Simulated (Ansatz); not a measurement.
# BN (zincblende type): the cost of one run

Computed with Ansatz 0.2.0 (DFT LDA, with the methods named in each step, unless a step's input says otherwise).

## Step 1: The starting structure

It takes space group F-43m (No. 216, cubic). Conventional cell: a = 3.581 Å, b = 3.581 Å, c = 3.581 Å, α = 90.00°, β = 90.00°, γ = 90.00°. B (site symmetry -43m) is surrounded by 4 N at 1.55 Å. Around N (site symmetry -43m) lie 4 B at 1.55 Å.

Coordinates:

```xyz
2
Lattice="0.0000 1.7903 1.7903 1.7903 0.0000 1.7903 1.7903 1.7903 0.0000" Properties=species:S:1:pos:R:3 pbc="T T T"
B     0.0000    0.0000    0.0000
N     0.8952    0.8952    0.8952
```

Whether this phase is the stable one at these pressures isn't tested.

Atoms are numbered in the order of the input: B1, N2.

## Step 2: The reference volume, LAPW

Contents of input.yaml:

```yaml
crystal:
  lattice:
    - [0.0, 1.7903078712, 1.7903078712]
    - [1.7903078712, 0.0, 1.7903078712]
    - [1.7903078712, 1.7903078712, 0.0]
  atoms:
    - { symbol: B, position: [0.0, 0.0, 0.0] }
    - { symbol: "N", position: [0.25, 0.25, 0.25] }
kpoints:
  mp_grid: { grid: [15, 15, 15] }
  band_path:
    path:
      - [0.0, 0.0, 0.0]
      - [-0.5, -0.5, 0.0]
      - [-0.375, -0.375, 0.25]
      - [-0.375, 0.0, 0.375]
      - [0.0, 0.0, 0.0]
      - [0.0, 0.0, 0.5]
      - [-0.5, -0.25, 0.25]
      - [-0.5, -0.5, 0.0]
    npoints: 14
scf:
  occupations: { method: fermi_dirac, width: 0.1 }
hamiltonian:
  xc: lda
  pseudopotentials: { kind: all_electron, lapw: { basis_error: 0.001 } }
output:
  forces: true
  stress: true
  eigenvalues: true
  populations: true
  dos: { projected: true, de: 0.2, e_range: [-14, 8] }
```

Command:

```bash
$ ansatz run input.yaml --threads 1 --pin off --max-ram 2048MiB --backend cpu --events-out ev --progress --plain --runs-dir out
```

What time and memory should one allow on 1 thread of AMD EPYC (Zen 3), shared host?

About 31 s, with a peak of 0.3 GiB.
